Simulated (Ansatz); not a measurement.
This was printed by a script on Ansatz 0.2.0, Python API, for a single point from a YAML input of TiWC₂, space group R-3m. What did the script look like? Use: PBEsol, PAW, cutoff 470 eV, 9×9×9 k-points, Fermi-Dirac smearing of 0.1 eV.

Input file `tiwc2.yaml`:
```yaml
crystal:
  lattice:
    - [1.534425, 0.885901, 5.055504]
    - [-1.534425, 0.885901, 5.055504]
    - [0.0, -1.771801, 5.055504]
  atoms:
    - { symbol: Ti, position: [0.5, 0.5, 0.5] }
    - { symbol: W, position: [0.0, 0.0, 0.0] }
    - { symbol: C, position: [0.249372, 0.249372, 0.249372] }
    - { symbol: C, position: [0.750628, 0.750628, 0.750628] }
kpoints:
  mp_grid: { kspacing: 0.3 }
hamiltonian:
  xc: pbesol
scf:
  occupations: { method: fermi_dirac, width: 0.1 }
basis:
  ecutwfc: 470
output:
  forces: true
  stress: true
```

```console
$ python yaml_run_tiwc2.py
free energy      -13225.88718 eV
per atom         -3306.47179 eV
SCF iterations   6  (converged: True)
  atom   fx   fy      fz
0   Ti  0.0  0.0  0.0000
1    W  0.0  0.0  0.0000
2    C  0.0  0.0  0.0964
3    C  0.0 -0.0 -0.0964
stress xx yy zz yz xz xy (GPa, compression positive): -8.840 -8.840 -9.858 -0.000 0.000 0.000
P = -91.79 kbar
```

One script that gives this output:

Script `yaml_run_tiwc2.py`:
```python
# -*- coding: utf-8 -*-
"""TiWC2 from YAML text."""

import ansatz as az
import numpy as np
import pandas as pd


def main():
    out = az.Session.from_deck("tiwc2.yaml").plan().execute()
    summary = out.report

    print(f"free energy      {summary['free_energy_ev']:.5f} eV")
    print(f"per atom         {summary['free_energy_ev'] / len(out.lattice.sites):.5f} eV")
    print(f"SCF iterations   {summary['n_iterations']}  (converged: {summary['converged']})")

    # forces, one row an atom
    table = pd.DataFrame(summary["forces_ev_ang"], columns=["fx", "fy", "fz"])
    table.insert(0, "atom", [site["symbol"] for site in summary["lattice"]["sites"]])
    print(table.round(4).to_string())

    # the stress is positive in compression
    sigma = summary["stress_gpa"]
    voigt = [sigma[0][0], sigma[1][1], sigma[2][2], sigma[1][2], sigma[0][2], sigma[0][1]]
    print("stress xx yy zz yz xz xy (GPa, compression positive):", " ".join(f"{s:.3f}" for s in voigt))
    print("P =", round(10 * float(np.mean(voigt[:3])), 2), "kbar")


if __name__ == "__main__":
    main()
```

Total energies depend on the potentials; only differences at equal settings carry meaning. Spin is left out of this run. For a metal this k-point mesh is coarse: on a finer one energies can move by several to tens of meV an atom and pressures by half a GPa or more, differences at one mesh by less. Spin-orbit coupling, which matters for elements this heavy, is left out. At these settings the cell as given stands under about -9 GPa, so it isn't at this functional's equilibrium volume. This cell is a computed structure, which may not be the phase found in nature. It ran for 5.6 s on 1 thread of AMD EPYC 7R13 Processor (Zen 3) (shared host), peak memory 0.52 GiB.

(A comment or docstring line of the script was reworded after the run, the code is as it ran; lines on the test bed's own set-up are left out of the output.)
